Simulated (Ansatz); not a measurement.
**C2H11BClNSi: small, medium and large basis sets**

Aim: see how fast density functionals converge with the basis set for C2H11BClNSi.

The runs use Ansatz 0.2.0, Gaussian basis; one geometry, several basis sets.

Plan: PBE0-D4/def2-SVP; ωB97M-V/def2-SVP; PBE0-D4/def2-QZVPP; ωB97M-V/def2-QZVPP; the functionals' def2-TZVPP values are taken from earlier runs.

1 further run of the same task is left out (it didn't finish).

### 1 Structure used throughout

An earlier PBE0-D4 in a triple-zeta def2 set relaxation fixed the geometry.

SMILES `C[B-](C)(Cl)[NH2+][SiH3]`, 17 atoms, charge 0, spin multiplicity 1.

Atoms are counted from 1 here; the program's logs count them from 0.

Bond lengths: C1–B2 1.599 Å, C1–H7 1.096 Å, C1–H8 1.093 Å, C1–H9 1.097 Å, B2–C3 1.598 Å, B2–Cl4 1.892 Å, B2–N5 1.664 Å, C3–H10 1.098 Å, C3–H11 1.093 Å, C3–H12 1.096 Å, N5–Si6 1.808 Å, N5–H13 1.018 Å, N5–H14 1.019 Å, Si6–H15 1.478 Å, Si6–H16 1.484 Å, Si6–H17 1.471 Å. Angles: B2–C1–H7 114.6°, B2–C1–H8 109.1°, B2–C1–H9 112.3°, H7–C1–H8 106.0°, H7–C1–H9 107.7°, H8–C1–H9 106.7°, C1–B2–C3 116.1°, C1–B2–Cl4 111.6°, C1–B2–N5 109.1°, C3–B2–Cl4 111.0°, C3–B2–N5 106.5°, Cl4–B2–N5 101.3°, B2–C3–H10 112.0°, B2–C3–H11 110.2°, B2–C3–H12 113.3°, H10–C3–H11 106.6°, H10–C3–H12 107.8°, H11–C3–H12 106.6° and more.

As a file:

```xyz
17
charge 0, multiplicity 1
C    -0.8336    0.5775   -1.2477
B     0.0472   -0.5415   -0.5201
C    -0.6278   -1.9828   -0.3719
Cl    1.7727   -0.6770   -1.2846
N     0.4132   -0.0300    1.0209
Si    0.9352    1.6939    1.1742
H    -0.3390    1.5498   -1.3525
H    -1.0650    0.2463   -2.2635
H    -1.7943    0.7440   -0.7446
H    -1.6009   -1.9320    0.1343
H    -0.8116   -2.4164   -1.3583
H    -0.0032   -2.6991    0.1735
H     1.1395   -0.6658    1.3447
H    -0.4052   -0.2055    1.6012
H    -0.3104    2.4875    1.2400
H     1.6698    1.7990    2.4593
H     1.7946    2.0516    0.0354
```

### 2 PBE0-D4 in def2-SVP

in.yaml

```yaml
crystal:
  periodic: [false, false, false]
  atoms:
    - {symbol: C, position_ang: [-0.833620, 0.577451, -1.247653]}
    - {symbol: B, position_ang: [0.047230, -0.541473, -0.520065]}
    - {symbol: C, position_ang: [-0.627834, -1.982758, -0.371895]}
    - {symbol: Cl, position_ang: [1.772668, -0.676990, -1.284566]}
    - {symbol: N, position_ang: [0.413239, -0.029953, 1.020949]}
    - {symbol: Si, position_ang: [0.935221, 1.693923, 1.174201]}
    - {symbol: H, position_ang: [-0.339024, 1.549779, -1.352494]}
    - {symbol: H, position_ang: [-1.064957, 0.246311, -2.263540]}
    - {symbol: H, position_ang: [-1.794326, 0.743978, -0.744557]}
    - {symbol: H, position_ang: [-1.600890, -1.931977, 0.134332]}
    - {symbol: H, position_ang: [-0.811591, -2.416361, -1.358310]}
    - {symbol: H, position_ang: [-0.003173, -2.699077, 0.173487]}
    - {symbol: H, position_ang: [1.139474, -0.665824, 1.344725]}
    - {symbol: H, position_ang: [-0.405193, -0.205480, 1.601216]}
    - {symbol: H, position_ang: [-0.310375, 2.487471, 1.240019]}
    - {symbol: H, position_ang: [1.669785, 1.799016, 2.459298]}
    - {symbol: H, position_ang: [1.794567, 2.051564, 0.035354]}
basis:
  gaussian: {orbitals: def2-SVP}
hamiltonian: {xc: pbe0, dispersion: d4}
output: {orbitals: {seedname: orbitals}}
```

Started as:

```
ansatz run in.yaml --threads 4 --pin off --events-out ev --progress --plain --max-ram 11315MiB
```

Further steps of the session: ωB97M-V in def2-SVP; PBE0-D4 in def2-QZVPP; ωB97M-V in def2-QZVPP.

**Question.** What will the summary of the whole plan be? Wanted: PBE0-D4: double and triple zeta above quadruple; ωB97M-V: double and triple zeta above quadruple.

The runs gave:

| quantity | value |
| --- | --- |
| PBE0-D4: double and triple zeta above quadruple | 12.82, 0.90 eV |
| ωB97M-V: double and triple zeta above quadruple | 13.05, 0.85 eV |

In words: PBE0-D4 gains 11.93 eV from double to triple zeta, then 0.90 eV more. These are total energies; as a rule much of such shifts cancels in differences, which this series doesn't test. The LUMO of ωB97M-V is positive and keeps falling with the basis (1.72 to 0.64 eV): an unbound level that the basis holds in place.
